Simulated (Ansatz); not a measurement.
# PtSe2: a single-point run

Aim: the field gradients at the nuclei of PtSe2, from a sound single-point run.

Program: Ansatz 0.2.0. Level of theory: DFT, PBE, plane-wave PAW, default files, scalar-relativistic, frozen cores. These are calculated values, not measurements.

**1. The system as given**

It takes space group P-3m1 (No. 164, trigonal). Conventional cell: a = 3.728 Å, b = 3.728 Å, c = 5.031 Å, α = 90.00°, β = 90.00°, γ = 120.00°. Around Pt (site symmetry -3m) lie 6 Se at 2.51 Å. Around Se (site symmetry 3m) lie 3 Pt at 2.51 Å.

As a file:

```cif
data_structure
_symmetry_space_group_name_H-M 'P 1'
_symmetry_Int_Tables_number 1
_cell_length_a 3.7278
_cell_length_b 3.7278
_cell_length_c 5.0313
_cell_angle_alpha 90.000
_cell_angle_beta 90.000
_cell_angle_gamma 120.000
_cell_volume 60.55
loop_
_atom_site_label
_atom_site_type_symbol
_atom_site_fract_x
_atom_site_fract_y
_atom_site_fract_z
_atom_site_occupancy
Pt1 Pt 0.00000 0.00000 0.00000 1
Se1 Se 0.33333 0.66667 0.25500 1
Se2 Se 0.66667 0.33333 0.74500 1
```

**2. The calculation**

The input, input.yaml:

```yaml
crystal:
  lattice:
    - [3.7278, 0.0, 0.0]
    - [-1.8639, 3.2283695002, 0.0]
    - [0.0, 0.0, 5.0313]
  atoms:
    - { symbol: Pt, position: [0.0, 0.0, 0.0] }
    - { symbol: Se, position: [0.3333333333, 0.6666666667, 0.255] }
    - { symbol: Se, position: [0.6666666667, 0.3333333333, 0.745] }
kpoints:
  mp_grid: { grid: [14, 14, 9] }
scf:
  occupations: { method: methfessel_paxton, width: 2.0 }
  max_iter: 50
hamiltonian:
  xc: pbe
  pseudopotentials: { kind: paw, frozen_core: stored }
output:
  forces: true
  stress: true
  populations: true
  efg: {}
```

Run with:

```console
ansatz run input.yaml --threads 1 --pin off --max-ram 3072MiB --backend cpu --events-out ev --progress --plain --runs-dir out
```

What happens when this is run?

The program finished normally, with warnings (gradients without spin orbit). Convergence says nothing about whether the input makes sense.

The suspect setting: scf.occupations.method is methfessel_paxton; scf.occupations.width is 2.0. The width is far wider than usual, so occupations near the Fermi level are blurred and the entropy term grows.

The test: set scf.occupations.method to fermi_dirac and scf.occupations.width to 0.02.
